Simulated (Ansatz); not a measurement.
# C3H6FNSi: up Jacob's ladder to CCSD(T)

One table from this session's results is given with a row withheld; the runs are named, their logs left out.

Computed with Ansatz 0.2.0, Gaussian basis. Level: functionals in def2-TZVPP, the program's frozen cores in correlated methods.

The runs, in order: PBE-D4, r2SCAN-D4, PBE0-D4, B3LYP-D4, ωB97X-V, ωB97M-V, B2PLYP; CCSD(T)/def2-TZVPP; MP2/def2-QZVPP; extrapolation to the limit.

## The relaxed structure

All runs share one geometry, relaxed beforehand with PBE0-D4 in a triple-zeta def2 set.

SMILES `C=N/C([SiH3])=C\F`, 12 atoms, charge 0, spin multiplicity 1.

Atoms are counted from 1 here; the program's logs count them from 0.

Bond lengths: C1–N2 1.261 Å, C1–H7 1.095 Å, C1–H8 1.089 Å, N2–C3 1.397 Å, C3–Si4 1.869 Å, C3–C5 1.332 Å, Si4–H9 1.486 Å, Si4–H10 1.486 Å, Si4–H11 1.484 Å, C5–F6 1.338 Å, C5–H12 1.083 Å. Angles: N2–C1–H7 123.3°, N2–C1–H8 118.8°, H7–C1–H8 117.9°, C1–N2–C3 120.4°, N2–C3–Si4 117.2°, N2–C3–C5 123.6°, Si4–C3–C5 118.9°, C3–Si4–H9 108.0°, C3–Si4–H10 109.7°, C3–Si4–H11 110.5°, H9–Si4–H10 109.6°, H9–Si4–H11 110.3°, H10–Si4–H11 108.7°, C3–C5–F6 122.7°, C3–C5–H12 124.5°, F6–C5–H12 112.7°.

Set-up of the first run:

File in.yaml:

```yaml
crystal:
  periodic: [false, false, false]
  atoms:
    - {symbol: C, position_ang: [-0.132467, -1.445045, 1.593687]}
    - {symbol: N, position_ang: [0.516314, -0.466557, 1.132965]}
    - {symbol: C, position_ang: [0.003073, 0.285684, 0.073763]}
    - {symbol: Si, position_ang: [1.015429, 0.351415, -1.496114]}
    - {symbol: C, position_ang: [-1.082049, 1.052448, 0.172041]}
    - {symbol: F, position_ang: [-1.819974, 1.121068, 1.285822]}
    - {symbol: H, position_ang: [-1.096685, -1.770899, 1.189200]}
    - {symbol: H, position_ang: [0.283177, -2.001317, 2.432254]}
    - {symbol: H, position_ang: [0.311132, 1.237125, -2.458912]}
    - {symbol: H, position_ang: [1.137521, -1.013846, -2.070264]}
    - {symbol: H, position_ang: [2.375854, 0.874623, -1.216369]}
    - {symbol: H, position_ang: [-1.434226, 1.720199, -0.604075]}
basis:
  gaussian: {orbitals: def2-TZVPP}
hamiltonian: {xc: pbe, dispersion: d4}
output: {forces: true, orbitals: {seedname: orbitals}}
```

Command:

```console
$ ansatz run in.yaml --threads 4 --pin off --events-out ev --progress --plain --max-ram 10444MiB
```

Among the steps run: PBE-D4 (GGA); r2SCAN-D4 (meta-GGA); PBE0-D4 (hybrid); B3LYP-D4 (hybrid); ωB97X-V (range-separated); ωB97M-V (range-separated); B2PLYP (double hybrid); CCSD(T) in def2-TZVPP; MP2 in def2-QZVPP.

One of the session's tables, all rows but one given; the rest of the session is left out.

It belongs to the step «Atomisation energies». 

```
            method  atomisation energy (kcal/mol)
            PBE-D4                         1133.8
         r2SCAN-D4                         1101.5
           PBE0-D4                         1105.0
          B3LYP-D4                         1103.3
           ωB97X-V                         1103.4
           ωB97M-V                         1102.8
            B2PLYP                         1089.0
     HF/def2-TZVPP                          774.6
    MP2/def2-TZVPP                         1087.4
   CCSD/def2-TZVPP                         1045.9
CCSD(T)/def2-TZVPP                              ?
           MP2/CBS                         1117.9
       CCSD(T)/CBS                         1096.9
```

**Question.** Estimate the row for CCSD(T)/def2-TZVPP.

The run gave: atomisation energy (kcal/mol): 1066.4. In the column «atomisation energy (kcal/mol)» it lies between CCSD/def2-TZVPP (1045.9) and MP2/def2-TZVPP (1087.4).
